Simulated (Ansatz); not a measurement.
# TaCH3+ (quartet): wave-function methods side by side, def2-SVP

One table from this session's results is given with a row withheld; the runs are named, their logs left out.

Computed with Ansatz 0.2.0, Gaussian basis. Level: def2-SVP, core rule «outside noble gas», up to 5 orbitals frozen.

The runs, in order: UHF; CCSD(T) on ROHF; CCSD(T) on UHF; CISD; CCSDT(Q) on ROHF; CCSDT(Q) on UHF.

9 further runs of the same task are left out: 4 for a known fault of the program, 5 set aside as unsound or not needed.

### The geometry

The geometry is a PBE0/def2-TZVP stationary point (not a proven minimum) of the parent state, kept for this charge and spin. No spin-orbit coupling is included. Elements past krypton take def2 core potentials.

5 atoms, charge 1, spin multiplicity 4.

Atoms are counted from 1 here; the program's logs count them from 0.

Bond lengths: Ta1–C2 2.136 Å, C2–H3 1.105 Å, C2–H4 1.096 Å, C2–H5 1.096 Å. Angles: Ta1–C2–H3 101.7°, Ta1–C2–H4 114.8°, Ta1–C2–H5 114.8°, H3–C2–H4 107.4°, H3–C2–H5 107.4°, H4–C2–H5 110.0°.

Set-up of the first run:

The input, in.yaml:

```yaml
crystal:
  periodic: [false, false, false]
  atoms:
    - {symbol: Ta, position_ang: [0.000000, 0.000000, 0.169769]}
    - {symbol: C, position_ang: [0.014527, 0.000000, -1.966496]}
    - {symbol: H, position_ang: [-1.066353, 0.000005, -2.197291]}
    - {symbol: H, position_ang: [0.446643, 0.897622, -2.423575]}
    - {symbol: H, position_ang: [0.446634, -0.897626, -2.423575]}
basis:
  gaussian: {orbitals: def2-SVP}
total_charge: 1
magnetization: {spin_polarized: true, initial_magnetization: 3}
hamiltonian: {xc: hf}
output: {orbitals: {seedname: orbitals}}
```

The run is started by

```bash
ansatz run in.yaml --threads 1 --pin off --events-out ev --progress --plain --max-ram 4096MiB --backend cpu
```

Among the steps run: UHF; CCSD(T) on ROHF; CCSD(T) on UHF; CISD; CCSDT(Q) on ROHF; CCSDT(Q) on UHF.

One table of the session follows, with a row left open; its other results are not shown here.

```
   method  from RCCSDT(Q) (kcal/mol)
     ROHF                    +144.07
      UHF                    +140.34
     RMP2                     +20.29
     UMP2                     +18.29
    RCCSD                      +5.47
    UCCSD                      +3.37
 RCCSD(T)                      +0.92
 UCCSD(T)                      -1.09
   RCCSDT                      +0.24
   UCCSDT                      -1.69
RCCSDT(Q)                          0
UCCSDT(Q)                          ?
```

**Question.** Estimate the row for UCCSDT(Q).

As computed: from RCCSDT(Q) (kcal/mol): -1.95. In the column «from RCCSDT(Q) (kcal/mol)» it is the lowest.

Not comparable, so not listed: CISD (they don't share determinant, frozen orbitals or solution with the rows shown, or repeat one).

Limits of these values: Restricted and unrestricted rows rest on different reference determinants; where their highest levels disagree by more than a few hundredths of an eV, they describe different states and don't form one ladder.
